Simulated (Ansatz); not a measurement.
# Al, space group Fm-3m: a relaxation of cell and ions

Program: Ansatz's Python interface.

Interactive session:
```pycon
>>> import json
>>> import ansatz as az
>>> from ase import Atoms
>>> from ase.io import write
>>> import matplotlib.pyplot as plt
>>> import numpy as np
>>> FILLING = "cold"
>>> SMEARING_WIDTH = 0.15
>>> XC = "pbe"
>>> FMAX = 0.005
>>> def edges_and_angles(cell):
...     cell = np.asarray(cell)
...     a, b, c = np.linalg.norm(cell, axis=1)
...     cosines = cell[1] @ cell[2] / (b * c), cell[0] @ cell[2] / (a * c), cell[0] @ cell[1] / (a * b)
...     return (a, b, c, *np.degrees(np.arccos(cosines)))
...
>>> vectors = np.array([
...     [0.0, 2.024805, 2.024805],
...     [2.024805, 0.0, 2.024805],
...     [2.024805, 2.024805, 0.0],
... ])
>>> xtal = az.Lattice.of(vectors).atom("Al", [0.0, 0.0, 0.0])
>>> model = (
...     xtal.calculation()
...     .basis(19 * az.Ha)
...     .kpoints(13, center="gamma")
...     .occupations(FILLING, width=SMEARING_WIDTH)
...     .functional(XC)
...     .relax(force_tolerance=FMAX, cell=True, stress_tolerance=0.01)
...     .density()
... )
>>> out = model.run(threads=1, events_out="al.ndjson")
>>> with open("al.ndjson") as stream:
...     events = [json.loads(line) for line in stream]
...
>>> steps = [e["data"] for e in events if e["event"] == "relax_step"]
>>> r = out.report
>>> r["published_state_doubts"]
[]
>>> print("step   energy (eV)     max comp. (eV/A)   P (GPa)  SCF")
step   energy (eV)     max comp. (eV/A)   P (GPa)  SCF
>>> for s in steps:
...     print(f"{s['step']:4d} {s['lagrangian_ev']:15.5f} {s['allowed_force_max_ev_ang']:12.4f} {s['pressure_gpa']:10.3f} {s['n_scf']:5d}")
...
   1      -537.49868       0.0000     -0.640     3
   2      -537.49895       0.0000      0.085     3
   3      -537.49896       0.0000     -0.001     3
   4      -537.49896       0.0000     -0.001     3
>>> first, last = steps[0], steps[-1]
>>> symbols = [site.symbol for site in out.lattice.sites]
>>> print(f"energy gained {first['lagrangian_ev'] - last['lagrangian_ev']:.4f} eV in {len(steps) - 1} steps")
energy gained 0.0003 eV in 3 steps
>>> for label, vectors in (("before", first["cell_ang"]), ("after", out.lattice.cell_ang)):
...     print(label, "a b c (A) {:.4f} {:.4f} {:.4f}  angles {:.2f} {:.2f} {:.2f}".format(*edges_and_angles(vectors)), f" V = {abs(np.linalg.det(vectors)):.3f} A^3")
...
before a b c (A) 2.8635 2.8635 2.8635  angles 60.00 60.00 60.00  V = 16.603 A^3
after a b c (A) 2.8555 2.8555 2.8555  angles 60.00 60.00 60.00  V = 16.464 A^3
>>> print("final stress xx yy zz (GPa, compression positive):", np.round(np.diag(r["stress_gpa"]), 3) + 0.0)
final stress xx yy zz (GPa, compression positive): [-0.001 -0.001 -0.001]
>>> relaxed = Atoms(symbols, positions=[site.position_ang for site in out.lattice.sites], cell=out.lattice.cell_ang, pbc=True)
>>> write("relaxed.cif", relaxed, format="cif")
>>> fig, (top, bottom) = plt.subplots(2, 1, sharex=True, figsize=(4.5, 4))
>>> top.plot([s["lagrangian_ev"] - last["lagrangian_ev"] for s in steps], "o-")
[<matplotlib.lines.Line2D object at 0x...>]
>>> top.set_ylabel("E - E(final) (eV)")
Text(0, 0.5, 'E - E(final) (eV)')
>>> bottom.semilogy([max(s["allowed_force_max_ev_ang"], 1e-6) for s in steps], "s-")
[<matplotlib.lines.Line2D object at 0x...>]
>>> bottom.set(xlabel="step", ylabel="largest force (eV/A)")
[Text(0.5, 0, 'step'), Text(0, 0.5, 'largest force (eV/A)')]
>>> fig.tight_layout()
>>> fig.savefig("relax.png", dpi=100)
>>> energy = r["free_energy_ev"]
>>> print("F of the Al cell: {:.6f} eV = {:.6f} Ry = {:.6f} Ha".format(energy, energy / 13.605693, energy / 27.211386))
F of the Al cell: -537.498958 eV = -39.505445 Ry = -19.752723 Ha
>>> print("Fermi level {:.4f} eV, {} k-points, {} symmetry operations".format(r["fermi_energy_ev"], r["n_kpoints"], r["n_symmetry_ops"]))
Fermi level 7.8808 eV, 84 k-points, 48 symmetry operations
>>> used = r["setup"]
>>> print("cutoffs (eV):", used["ecut_ev"], used["ecutrho_ev"], " FFT grid:", used["fft_dense"])
cutoffs (eV): 517.016338673772 2068.065354695088  FFT grid: [24, 24, 24]
>>> print("cell volume {:.3f} A^3, {} symmetry operations".format(used["cell_volume_ang3"], used["n_sym_ops"]))
cell volume 16.464 A^3, 48 symmetry operations
>>> field = sum(channel.density_e_per_ang3 for channel in out.density().channels[:2])
>>> fig, ax = plt.subplots(figsize=(4, 3.4))
>>> shown = ax.imshow(np.log10(np.clip(field[:, :, 0].T, 1e-3, None)), origin="lower", extent=(0, 1, 0, 1))
>>> fig.colorbar(shown, label="log10 density (e/A^3)")
<matplotlib.colorbar.Colorbar object at 0x...>
>>> ax.set(xlabel="fraction of grid vector 1", ylabel="fraction of grid vector 2")
[Text(0.5, 0, 'fraction of grid vector 1'), Text(0, 0.5, 'fraction of grid vector 2')]
>>> fig.savefig("density_plane.png", dpi=100)
>>> print(f"plane through the origin: {field[:, :, 0].min():.4f} to {field[:, :, 0].max():.4f} e/A^3")
plane through the origin: 0.0635 to 0.2163 e/A^3
```

`relaxed.cif`, as written:
```cif
data_image0
_chemical_formula_structural       Al
_chemical_formula_sum              "Al1"
_cell_length_a       2.8555065831461586
_cell_length_b       2.8555065831461586
_cell_length_c       2.8555065831461586
_cell_angle_alpha    60.00000000000001
_cell_angle_beta     60.00000000000001
_cell_angle_gamma    60.00000000000001

_space_group_name_H-M_alt    "P 1"
_space_group_IT_number       1

loop_
  _space_group_symop_operation_xyz
  'x, y, z'

loop_
  _atom_site_type_symbol
  _atom_site_label
  _atom_site_symmetry_multiplicity
  _atom_site_fract_x
  _atom_site_fract_y
  _atom_site_fract_z
  _atom_site_occupancy
  Al  Al1       1.0  0.0  0.0  0.0  1.0000
```

Notes:
- Absolute energies stand on the zero of these potentials, so only differences at equal settings mean something. A total without «per atom» is that of the whole cell that was run.
- The mesh is modest for a metal, so energies can be off by several to tens of meV an atom and pressures by half a GPa or more; differences at equal mesh fare better.
- Only differences from the Fermi energy are physical; the zero of the scale is a convention.
- Energies along a relaxation are free energies. Rows at an unchanged volume are solved on a plane-wave basis chosen afresh for that cell, so the energy can jump there; the script counts such rows among its steps.
- Edges and angles are those of the cell as typed, here a primitive one, not of the conventional cell.
- Grid values close to the nuclei reflect the PAW or pseudopotential construction, not the all-electron fields.
- Run time: 4.4 s on 1 thread of Arm Neoverse V1 (shared host), peak memory 0.42 GiB.
